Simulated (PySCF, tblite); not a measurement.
# C8H14OSi: geometry, infrared bands and NMR shifts

Aim: predict the infrared bands and NMR shifts of C8H14OSi (`C=CCC1=C[C@H](C)[SiH2]OC1`).

The runs use tblite 0.8.0 and PySCF 2.14.0, with density-fitted response routines of our own; the level of theory stands in each step. All values are computed, except where a source is named. Atoms are numbered from 0 throughout.

### Step 1. Starting geometry

24 atoms, charge 0, multiplicity 1; geometry from: force field or distance geometry start.

Bonds of the start (Å): C0–C1 1.36, C1–C2 1.49, C2–C3 1.51, C3–C4 1.35, C4–C5 1.52, C5–C6 1.53, C5–Si7 1.91, Si7–O8 1.67, O8–C9 1.42, C9–C3 1.54, C0–H10 1.08, C0–H11 1.08, C1–H12 1.09, C2–H13 1.10, C2–H14 1.11, C4–H15 1.09, C5–H16 1.09, C6–H17 1.10, C6–H18 1.10, C6–H19 1.09, Si7–H20 1.49, Si7–H21 1.48, C9–H22 1.10, C9–H23 1.09.

### Step 2. Relaxing the molecule with GFN2-xTB

Job settings and geometry (Å):

```
{"job": {"kind": "relax", "xc": "GFN2-xTB", "basis": "xTB"}, "charge": 0, "multiplicity": 1}
C      3.808300     0.528900     0.069700
C      2.569000     0.947900    -0.288900
C      1.680400     0.204700    -1.225600
C      0.394900    -0.239600    -0.558700
C     -0.789800     0.331200    -0.842600
C     -2.141000    -0.003700    -0.232300
C     -2.771600     1.260300     0.361700
Si    -1.999800    -1.439100     1.016000
O     -0.559100    -2.208800     0.670200
C      0.577100    -1.379300     0.462400
H      4.224700    -0.389000    -0.319800
H      4.400900     1.110700     0.761200
H      2.187400     1.876800     0.143900
H      2.181700    -0.660800    -1.671400
H      1.444100     0.887400    -2.066200
H     -0.815300     1.123600    -1.588700
H     -2.779600    -0.354700    -1.040400
H     -3.772900     1.041100     0.763500
H     -2.169000     1.672900     1.188700
H     -2.874500     2.040200    -0.389600
H     -3.146800    -2.378800     0.864300
H     -1.954400    -0.922800     2.404000
H      1.371400    -2.045800     0.107800
H      0.922400    -0.983700     1.418300
```

Launch:

```sh
OMP_NUM_THREADS=1 python probes_run.py task.json out
```

This one command runs all jobs of the session in turn.

**Question.** This job is followed by: GFN2-xTB harmonic vibrations, gas phase; GIAO PBE0/pcSseg-1 NMR shielding, non-relativistic, gas phase. What will the session give for the following? strongest single infrared mode (GFN2-xTB); zero-point energy (GFN2-xTB); ¹³C shifts against TMS (PBE0/pcSseg-1); ¹H shifts against TMS (PBE0/pcSseg-1, means over atoms taken as alike); ²⁹Si shifts against TMS (PBE0/pcSseg-1); ¹⁷O shifts against H2O (PBE0/pcSseg-1); surface potential, 1st and 99th percentile.

The runs gave:

```
                                                              quantity                                                                       value
                             strongest single infrared mode (GFN2-xTB)                                                       2232 cm⁻¹, 333 km/mol
                                          zero-point energy (GFN2-xTB)                                                              122.5 kcal/mol
                                ¹³C shifts against TMS (PBE0/pcSseg-1)                      148.8, 144.6, 136.7, 122.5, 67.0, 46.3, 18.4, 16.4 ppm
¹H shifts against TMS (PBE0/pcSseg-1, means over atoms taken as alike)  5.97, 5.85, 5.31, 5.28, 4.94, 4.67, 4.65, 4.55, 2.90, 2.37, 1.81, 1.14 ppm
                               ²⁹Si shifts against TMS (PBE0/pcSseg-1)                                                                   -26.4 ppm
                                ¹⁷O shifts against H2O (PBE0/pcSseg-1)                                                                     5.8 ppm
                                 surface potential, 1st and 99th percentile                                                          -1.28 V and 0.80 V
```

Relaxing lowered the energy by 0.274 eV in 135 steps; the close pair that moved most is Si7–O8, from 1.670 to 1.620 Å. No mode is imaginary among the 66: a minimum at this level. The strongest single mode, at 2232 cm⁻¹, moves mainly H21. Unscaled tight-binding wavenumbers are off by several per cent, some by more. Its intensities can rank the bands wrongly.
